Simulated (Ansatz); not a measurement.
Runs of Ansatz 0.2.0 on Bi12CO. The cell holds a slab with vacuum, 14 atoms: a = 9.492 Å, b = 6.572 Å, c = 23.696 Å, α = 90.00°, β = 90.00°, γ = 86.59°. 

```csv
level,cutoff (eV),gap on the mesh (eV),largest force (eV/Å),work function (eV)
revPBE,420,none,1.46,3.96
RPBE,420,none,(a),3.96
LDA,420,none,2.65,(c)
r2SCAN,500,none,2.90,4.21
PBEsol,420,none,1.94,(b)
```

Alike in all rows: task projected density of states; potentials or basis Ansatz PAW; no spin polarisation; cell CO (upright) over a top site of the (1 1 0) slab of Bi, cut from the database cell, not relaxed; k mesh 3 × 4 × 1; smearing fermi-dirac 0.05 eV.

Q: Fill in the values left out.

A: (a) 1.35; (b) 4.14; (c) 4.37.

Caveats: spin-orbit coupling is left out, which moves the levels of the heavy elements; the PAW data sets come from PBE, with cores solved anew for the run's functional, which leaves a small shift of forces and pressure; the density of states is complete only up to the lowest level of the last band computed.

A k mesh can miss the band edges, and the runs leave out spin-orbit coupling on Bi.

A gap of «none» marks a metal or a gap under the smearing width.

Runs at the PBE level aren't shown here.
